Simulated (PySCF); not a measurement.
**GeH₂F−: geometry, NMR shifts, spin-spin couplings, electronic excitations and core binding energies**

Wanted: the NMR shifts, spin-spin couplings, electronic excitations and core binding energies of GeH₂F− (`[F][GeH2-]`), by calculation.

Computed with PySCF 2.14.0, with density-fitted response routines of our own, on a single molecule in the gas phase. Atoms are numbered from 0 throughout.

### 1 The molecule as given

4 atoms, charge -1, multiplicity 1; geometry from: GFN2-xTB.

Bonds of the start (Å): F0–Ge1 1.94, Ge1–H2 1.95, Ge1–H3 1.95.

### 2 Geometry optimisation at PBE0-D3(BJ)/def2-SVP

Job settings and geometry (Å):

```
{"job": {"xc": "PBE0", "basis": "def2-SVP", "d3": "d3bj", "grid": 1, "kind": "geom"}, "charge": -1, "multiplicity": 1}
F      1.712341    -0.030455    -0.191793
Ge     0.011465     0.001140     0.743029
H     -0.882704    -1.390321    -0.286851
H     -0.830868     1.424409    -0.287239
```

**Question.** This job is followed by: GIAO PBE0/pcSseg-1 NMR shielding, non-relativistic, gas phase; B3LYP/pcJ-1 Ge:pcSseg-1 indirect spin-spin coupling, non-relativistic, gas phase; TDDFT CAM-B3LYP/def2-SVPD, vertical, gas phase, core orbitals frozen in the response; GIAO PBE/pcSseg-2 NMR shielding, non-relativistic, gas phase; delta-SCF UKS SCAN, pcX-2 on the ionised atom, pcseg-1 elsewhere, spin-free X2C. What will the session give for the following? point group; rotational constants (main isotopes); 1H shifts against TMS (PBE0/pcSseg-1, means over atoms taken as alike); 19F shifts against CFCl3 (PBE0/pcSseg-1); 73Ge shifts against GeMe4 (PBE0/pcSseg-1); largest coupling of the table (B3LYP/pcSseg-1+pcJ-1); lowest singlet (CAM-B3LYP/def2-SVPD); brightest single state of those computed; lowest triplet; vertical ionisation energy (ΔSCF); F1s binding energies, SCAN/pcX-2; range of the shift of F0.

As calculated:

| quantity | value |
| --- | --- |
| point group | Cs |
| rotational constants (main isotopes) | 96.64, 9.34, 9.31 GHz |
| 1H shifts against TMS (PBE0/pcSseg-1, means over atoms taken as alike) | 6.25 ppm |
| 19F shifts against CFCl3 (PBE0/pcSseg-1) | -314.2 ppm |
| 73Ge shifts against GeMe4 (PBE0/pcSseg-1) | -10 ppm |
| largest coupling of the table (B3LYP/pcSseg-1+pcJ-1) | 2J(F,H) F0–H2, 29.9 Hz |
| lowest singlet (CAM-B3LYP/def2-SVPD) | 4.12 eV (301 nm), f = 0.138 |
| brightest single state of those computed | state 9, 7.28 eV, f = 0.216 |
| lowest triplet | 3.39 eV |
| vertical ionisation energy (ΔSCF) | 2.51 eV |
| F1s binding energies, SCAN/pcX-2 | F0 684.37 eV |
| range of the shift of F0 | -330.4 to -314.2 ppm |

In words: Over 6 steps the energy fell by 0.783 eV; of the close pairs, Ge1–H3 changed most, 1.949 to 1.637 Å. At PBE0/pcSseg-1: The largest span, 1093 ppm, is at Ge1, where the paramagnetic term is -1413 ppm. The lowest singlet, at 4.12 eV, is HOMO→LUMO 0.99 and is bright; of the 10 states computed, the strongest absorption comes from state 9 at 7.28 eV (the last state computed is bright too, and its partners may lie past the list). The lowest triplet lies 0.73 eV below the lowest singlet (triplets in Tamm-Dancoff, singlets in full TDDFT). In the gas-phase run even the lowest singlet lies above the computed detachment energy of this anion, so its states are not to be taken as bound. At CAM-B3LYP/def2-SVPD, all states lie near or above the ionisation energy, where they hang on the basis. ΔSCF puts the ionisation energy at 2.51 eV, 1.09 eV above −ε(HOMO). In ppm, F0 moves most: its shift spreads over 16.2 ppm, from -330.4 (PBE/pcSseg-2) to -314.2 (PBE0/pcSseg-1). Spin-orbit coupling is left out, which matters for shieldings and couplings at and beside the heavy atoms. At PBE0/pcSseg-1 the HOMO lies above zero (+0.03 eV), as often for anions in the gas phase: self-interaction error lifts it, or the electron is held by the finite basis alone; counter-ions and solvent are missing.
